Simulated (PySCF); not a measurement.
**C5H6F2O: geometry, NMR shifts, spin-spin couplings, electronic excitations and core binding energies**

Aim: predict the NMR shifts, spin-spin couplings, electronic excitations and core binding energies of C5H6F2O (`FCC1=CCO[C@H]1F`).

Computed with PySCF 2.14.0, with density-fitted response routines of our own, on a single molecule in the gas phase. Atoms are numbered from 0 throughout.

## (1) The starting structure

14 atoms, charge 0, multiplicity 1; geometry from: GFN2-xTB.

Bonds of the start (Å): F0–C1 1.37, C1–C2 1.49, C2–C3 1.33, C3–C4 1.50, C4–O5 1.43, O5–C6 1.37, C6–F7 1.40, C6–C2 1.51, C1–H8 1.10, C1–H9 1.10, C3–H10 1.07, C4–H11 1.09, C4–H12 1.10, C6–H13 1.10.

## (2) Relaxing the molecule at PBE0-D3(BJ)/def2-SVP

The job: settings as JSON, then the geometry in Å.

```
{"job": {"xc": "PBE0", "basis": "def2-SVP", "d3": "d3bj", "grid": 1, "kind": "geom"}, "charge": 0, "multiplicity": 1}
F      2.468025    -0.992817     0.768758
C      1.922739     0.085783     0.125712
C      0.446831    -0.051230     0.005157
C     -0.381298    -0.958143     0.504935
C     -1.786123    -0.611771     0.127864
O     -1.655819     0.491480    -0.770433
C     -0.383301     0.994306    -0.701246
F     -0.361170     2.166201     0.064846
H      2.180271     0.978702     0.709375
H      2.395514     0.146079    -0.862571
H     -0.130094    -1.817984     1.095135
H     -2.303957    -1.416199    -0.401944
H     -2.379750    -0.323686     1.004976
H     -0.032546     1.308808    -1.692730
```

**Question.** This job is followed by: GIAO PBE0/pcSseg-1 NMR shielding, non-relativistic, gas phase; B3LYP/pcJ-1 indirect spin-spin coupling, non-relativistic, gas phase; TDDFT wB97X-D/def2-SVPD, vertical, gas phase, core orbitals frozen in the response; GIAO mPW1PW91/pcSseg-1 NMR shielding, non-relativistic, gas phase; delta-SCF UKS SCAN, pcX-2 on the ionised atom, pcseg-1 elsewhere, spin-free X2C. Predict these results of the whole session: point group; rotational constants (main isotopes); ¹³C shifts against TMS (PBE0/pcSseg-1); ¹H shifts against TMS (PBE0/pcSseg-1); ¹⁹F shifts against CFCl3 (PBE0/pcSseg-1); ¹⁷O shifts against H2O (PBE0/pcSseg-1); largest coupling of the table (B3LYP/pcJ-1); lowest singlet (wB97X-D/def2-SVPD); lowest triplet; vertical ionisation energy (ΔSCF); C1s binding energies, SCAN/pcX-2; F1s binding energies, SCAN/pcX-2; O1s binding energies, SCAN/pcX-2; range of the shift of F0.

As calculated:

| quantity | value |
| --- | --- |
| point group | C1 |
| rotational constants (main isotopes) | 3.48, 1.58, 1.17 GHz |
| ¹³C shifts against TMS (PBE0/pcSseg-1) | 145.0, 133.7, 116.1, 81.1, 77.8 ppm |
| ¹H shifts against TMS (PBE0/pcSseg-1) | 6.37, 6.15, 5.28, 5.19, 4.90, 4.73 ppm |
| ¹⁹F shifts against CFCl3 (PBE0/pcSseg-1) | -124.3, -256.6 ppm |
| ¹⁷O shifts against H2O (PBE0/pcSseg-1) | 101.1 ppm |
| largest coupling of the table (B3LYP/pcJ-1) | ¹J(C,F) C6–F7, -279.2 Hz |
| lowest singlet (wB97X-D/def2-SVPD) | 7.03 eV (176 nm), f = 0.298 |
| lowest triplet | 4.45 eV |
| vertical ionisation energy (ΔSCF) | 9.95 eV |
| C1s binding energies, SCAN/pcX-2 | C6 294.66, C1 293.63, C4 292.72, C2 290.97, C3 290.86 eV |
| F1s binding energies, SCAN/pcX-2 | F0 692.86, F7 692.16 eV |
| O1s binding energies, SCAN/pcX-2 | O5 539.13 eV |
| range of the shift of F0 | -256.6 to -255.6 ppm |

In words: Relaxing lowered the energy by 0.042 eV in 7 steps; the close pair that moved most is C3–H10, from 1.073 to 1.090 Å. The most deshielded hydrogen is H10 (hydrogen on an alkene CH), at 6.37 ppm: a vinylic proton, deshielded by the sp2 carbon and the C=C anisotropy. At PBE0/pcSseg-1: The widest tensor belongs to C3: span 202 ppm, with a paramagnetic part of -202 ppm. Of the pairs tabulated at B3LYP/pcJ-1, C6–F7 couples most strongly (-279.2 Hz; Fermi contact -299.3 Hz). Couplings across rotatable bonds belong to this one conformer; where others are populated, the observed values are averages. Density functionals describe couplings to fluorine poorly, F–F couplings above all, so those rows are rough. The first singlet state (HOMO→LUMO 0.85, HOMO−1→LUMO 0.11) lies at 7.03 eV and is bright. The lowest triplet lies 2.58 eV below the lowest singlet (triplets in Tamm-Dancoff, singlets in full TDDFT). ΔSCF puts the ionisation energy at 9.95 eV, 0.28 eV above −ε(HOMO). The C1s levels kept as sound span 3.79 eV, from C3 (alkene CH) up to C6 (allylic sp3 CH bonded to F and O). F0 (fluorine on an sp3 carbon) binds its F1s electron 0.69 eV more tightly than F7 (fluorine on an sp3 carbon). Across the 2 runs the shift of F0 moves most, between -256.6 (PBE0/pcSseg-1) and -255.6 ppm (mPW1PW91/pcSseg-1). Part of that comes from the computed reference.
